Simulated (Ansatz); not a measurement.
## KBa3 and its free atoms: a cohesive energy from free atoms, step by step

With Ansatz 0.2.0, Python API.

Run as a notebook:

```python
from collections import Counter
import warnings

import ansatz as az
```

```python
params = {
    "ecut": 520,
    "kspacing": 0.26,
    "filling": "fermi_dirac",
    "sigma": 0.02,
}
```

```python
def counts(outcome):
    return Counter(site.symbol for site in outcome.lattice.sites)
```

```python
UNPAIRED = {"K": 1, "Ba": 0}  # unpaired electrons of the free atoms
```

```python
def run_phase(name, crystal):
    calc = (
        crystal.calculation()
        .functional(az.Functional.LDA)
        .basis(params["ecut"])  # a bare number is in eV
        .kpoints(spacing=params["kspacing"])
        .occupations(params["filling"], width=params["sigma"])
    )
    if name.endswith(" atom"):
        calc = calc.kpoints(1, 1, 1).occupations("fermi_dirac", width=0.01)
        if UNPAIRED[name.split()[0]]:
            calc = calc.spin("collinear")
        return calc.run()
    calc = calc.relax(force_tolerance=0.02, cell=True)
    return calc.run()
```

```python
warnings.simplefilter("ignore", az.DeckWarning)
```

```python
phases = {}
kba3 = (
    az.Lattice.fcc(10.26033)
    .space_group(225)
    .atom("K", (0.0, 0.0, 0.0))
    .atom("Ba", (0.25, 0.75, 0.75))
    .atom("Ba", (0.5, 0.0, 0.0))
    .primitive()
)
phases["KBa3"] = kba3
# a box with unlike edges lets an open shell break the spherical symmetry
for element, moment in UNPAIRED.items():
    phases[f"{element} atom"] = az.Lattice.orthorhombic(9.0, 9.5, 10.0).atom(element, (0.5, 0.5, 0.5), moment=moment or None)

done = {}
for name, crystal in phases.items():
    done[name] = run_phase(name, crystal)
    print(f"{name}: {done[name].report['energy_sigma0_ev']:.4f} eV, {len(done[name].lattice.sites)} atoms")
```

    KBa3: -18834.4714 eV, 4 atoms
    K atom: -1495.3555 eV, 1 atoms
    Ba atom: -5777.5112 eV, 1 atoms

```python
print({element: round(done[f"{element} atom"].report["magnetization_mub"], 2) for element in UNPAIRED}, "muB on the free atoms")
solid = done["KBa3"]
n = counts(solid)
binding = (sum(k * done[f"{e} atom"].report["energy_sigma0_ev"] for e, k in n.items()) - solid.report["energy_sigma0_ev"]) / sum(n.values())
print(f"cohesive energy {binding:.3f} eV/atom = {96.4853 * binding:.0f} kJ/mol of atoms (no zero-point energy)")
```

    {'K': 1.0, 'Ba': 0.0} muB on the free atoms
    cohesive energy 1.646 eV/atom = 159 kJ/mol of atoms (no zero-point energy)

What to keep in mind:
- The settings weren't tested for convergence.
- Other magnetic orders than the one started from may lie lower.
- For the metals among these phases the mesh is modest: differences between phases can be off by up to 40 meV an atom.
- The cells come from databases of deposited and of computed structures, and not all need be stable phases.
- Free atoms in a box carry small image and symmetry errors, and spin-orbit coupling is left out.
- The whole script took 33 s on 1 thread of Arm Neoverse V1 (shared host), peak memory 0.76 GiB.
